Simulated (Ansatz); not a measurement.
What does this script print? It uses Ansatz 0.2.0 through its Python package.

`c_phonons.py`:
```python
"""Phonons of C by finite displacements."""

from pathlib import Path

import ansatz as az
from ase import Atoms
import numpy as np


def main() -> None:
    atoms = Atoms(
        ["C", "C", "C", "C"],
        scaled_positions=[
            (0.08338, 0.91662, 0.75314),
            (0.58338, 0.41662, 0.24686),
            (0.91662, 0.08338, 0.24686),
            (0.41662, 0.58338, 0.75314),
        ],
        cell=[
            (1.22805, -2.12706, 0.0),
            (1.22805, 2.12706, 0.0),
            (0.0, 0.0, 7.17327),
        ],
        pbc=True,
    )
    material = az.Crystal.from_ase(atoms)

    # the cell itself: zone-centre modes alone
    setup = (
        material.calculation()
        .occupations("fermi_dirac", width=0.15)
        .pseudopotentials("paw")
        .functional("lda")
        .kpoints(13, 13, 4)
        .phonons("fd", supercell=1)
    )
    done = setup.run(threads=1, runs_dir="phonon_runs")
    folder = Path(done.output_folder) / "results"
    ph = done.phonons

    for mode, w in enumerate(ph.gamma_omega_inv_cm, start=1):
        print(f"Gamma mode {mode:2d}: {w:8.1f} 1/cm  {w / 33.35641:7.3f} THz")
    print(f"{ph.n_members} displaced supercells, sum-rule residual {ph.asr_residual_pre_ev_ang2:.1e} eV/A^2")
    optical = np.sort(ph.gamma_omega_inv_cm)
    print("imaginary modes at Gamma:", int((optical < -10).sum()), "- highest mode", round(float(optical[-1]), 1), "1/cm")


if __name__ == "__main__":
    main()
```

`python c_phonons.py` gives:
```text
DeckWarning: basis.ecutwfc = 420 eV, auto-derived from the records' recommended cutoffs: set by C (normal level)
RunWarning: phonon interpolation: 8 periodic images of 4 blocks of the force constants (a block to an ordered pair of atoms and a translation) lie up to 5.88e-4 Å farther than their block's nearest [...]
RunWarning: on the 29×29×9 q-mesh 17 entries of the irreducible table, 4.360e-3 modes per cell, the lowest at -24.59 cm⁻¹, stand at or below zero and are read as no rigid motion or as one in doubt: [...]
Gamma mode  1:    -24.6 1/cm   -0.737 THz
Gamma mode  2:      0.0 1/cm    0.000 THz
Gamma mode  3:      0.0 1/cm    0.000 THz
Gamma mode  4:      0.0 1/cm    0.000 THz
Gamma mode  5:     39.8 1/cm    1.193 THz
Gamma mode  6:     61.0 1/cm    1.828 THz
Gamma mode  7:    891.7 1/cm   26.732 THz
Gamma mode  8:    893.0 1/cm   26.772 THz
Gamma mode  9:   1577.2 1/cm   47.285 THz
Gamma mode 10:   1577.3 1/cm   47.286 THz
Gamma mode 11:   1577.6 1/cm   47.296 THz
Gamma mode 12:   1582.4 1/cm   47.438 THz
4 displaced supercells, sum-rule residual 5.7e-04 eV/A^2
imaginary modes at Gamma: 1 - highest mode 1582.4 1/cm
```
(Warnings from the package without file and line, shortened.)

The cell isn't relaxed first, so the values belong to this volume. Some modes are imaginary (printed negative) at these settings, from an unstable structure or from unconverged force constants, so sums over modes carry no meaning. This isn't the structure that C takes at ambient conditions. The structure is taken as given and the supercell is small; imaginary modes can come from an unrelaxed or unstable start. Phonons of metals also depend on mesh and smearing. Finished in 43 s on 1 thread of Intel(R) Xeon(R) Platinum 8259CL CPU @ 2.50GHz (Skylake/Cascade Lake), on a shared host, peak memory 0.59 GiB.
